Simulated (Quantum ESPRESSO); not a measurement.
# SiO in Quantum ESPRESSO: the effect of functional

Crystal: SiO.

```
CELL_PARAMETERS angstrom
0.00000 2.43364 2.43364
2.43364 0.00000 2.43364
2.43364 2.43364 0.00000
ATOMIC_POSITIONS crystal
Si 0.75000 0.75000 0.75000
O 0.00000 0.00000 0.00000
```

The cell was built by a generator and needn't be a form met in nature.

Alike in all runs:

```yaml
Program: Quantum ESPRESSO 7.5
Task: phonons and Raman activities
Cutoff: 612 eV
Density_cutoff: 4898 eV
k_mesh: 4 × 4 × 4, shifted
Occupations: fermi-dirac, width 0.05 eV
Spin: no spin polarisation
```

Each run relaxes the cell or the atoms first.

| functional | potentials or basis | relaxed volume (Å³/atom) | dielectric constant (mean) | highest phonon frequency (cm⁻¹) |
| --- | --- | --- | --- | --- |
| LDA | GBRV 1.5 LDA | ? | ? | ? |
| PBE | GBRV 1.5 PBE | 14.49 | 38.07 | -1 |
| PBEsol | GBRV 1.5 PBEsol | 13.27 | 47.34 | -8 |

**Question.** What does the run with functional LDA give?

**Answer.** Relaxed volume 12.92 Å³/atom; dielectric constant 45.29 mean; highest phonon frequency -7 cm⁻¹.

Caveats: all runs use coarse meshes; some modes are imaginary.
